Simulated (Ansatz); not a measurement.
# AlBr₂Cl: vertical ionisation energy

The task here is to estimate one member of a computed series from the others.

The runs use Ansatz 0.2.0, Gaussian basis; unrestricted cation, the program's frozen cores in correlated methods.

The runs, in order: UKS PBE-D4/def2-TZVPP; UKS r2SCAN-D4/def2-TZVPP; UKS PBE0-D4/def2-TZVPP; UKS B3LYP-D4/def2-TZVPP; UKS wB97X-V/def2-TZVPP; UKS wB97M-V/def2-TZVPP; UKS B2PLYP/def2-TZVPP; UHF-CCSD(T)/def2-TZVPP; UHF-MP2/def2-QZVPP; extrapolation to the limit; then −ε(HOMO) from the neutral's earlier runs with LDA (SPW92), PBE-D4, revPBE-D4, BLYP-D4, r2SCAN-D4, B97M-V, PBE0-D4, B3LYP-D4, r2SCANh-D4, r2SCAN0-D4, HSE06-D4, BHLYP-D4, CAM-B3LYP-D4, LC-ωPBE, ωB97X-V, ωB97M-V.

## The relaxed structure

An earlier PBE0-D4 in a triple-zeta def2 set relaxation fixed the geometry.

4 atoms, charge 0, spin multiplicity 1.

Atoms are counted from 1 here; the program's logs count them from 0.

Bond lengths: Cl1–Al2 2.072 Å, Al2–Br3 2.227 Å, Al2–Br4 2.227 Å. Angles: Cl1–Al2–Br3 119.8°, Cl1–Al2–Br4 119.8°, Br3–Al2–Br4 120.4°.

Set-up of the first run:

in.yaml reads:

```yaml
crystal:
  periodic: [false, false, false]
  atoms:
    - {symbol: Cl, position_ang: [-0.050313, 0.489434, 2.040143]}
    - {symbol: Al, position_ang: [0.012606, -0.006698, 0.029445]}
    - {symbol: Br, position_ang: [1.155827, -1.799259, -0.633216]}
    - {symbol: Br, position_ang: [-1.062620, 1.256223, -1.456571]}
basis:
  gaussian: {orbitals: def2-TZVPP}
total_charge: 1
magnetization: {spin_polarized: true, initial_magnetization: 1}
hamiltonian: {xc: pbe, dispersion: d4}
```

Launch:

```console
> ansatz run in.yaml --threads 2 --pin off --events-out ev --progress --plain --max-ram 32768MiB --backend cpu
```

Among the steps run: Cation, UKS PBE-D4/def2-TZVPP; Cation, UKS r2SCAN-D4/def2-TZVPP; Cation, UKS PBE0-D4/def2-TZVPP; Cation, UKS B3LYP-D4/def2-TZVPP; Cation, UKS wB97X-V/def2-TZVPP; Cation, UKS wB97M-V/def2-TZVPP; Cation, UKS B2PLYP (frozen core)/def2-TZVPP; Cation, UHF-CCSD(T)/def2-TZVPP; Cation, UHF-MP2/def2-QZVPP.

One table of the session follows, with a row left open; its other results are not shown here.

Orbital estimates, from the neutral's runs:

| functional | −ε(HOMO) (eV) |
| --- | --- |
| LDA (SPW92) | 7.65 |
| PBE-D4 | 7.48 |
| revPBE-D4 | 7.42 |
| BLYP-D4 | 7.28 |
| r2SCAN-D4 | 7.83 |
| B97M-V | 7.87 |
| PBE0-D4 | 8.78 |
| B3LYP-D4 | 8.49 |
| r2SCANh-D4 | 8.30 |
| r2SCAN0-D4 | 9.01 |
| HSE06-D4 | 8.38 |
| BHLYP-D4 | ? |
| CAM-B3LYP-D4 | 10.08 |
| LC-ωPBE | 11.51 |
| ωB97X-V | 11.12 |
| ωB97M-V | 10.97 |

Q: Estimate the row for BHLYP-D4 from the others.

Worked estimate for «−ε(HOMO) (eV)». Against the share of exact exchange, BLYP-D4 (0, 7.28), B3LYP-D4 (0.2, 8.49) give a slope of 6.05 per unit share; at 0.5 the line stands at 10.30.

The run gave: −ε(HOMO) (eV): 9.89. In «−ε(HOMO) (eV)» the line misses by +0.41.
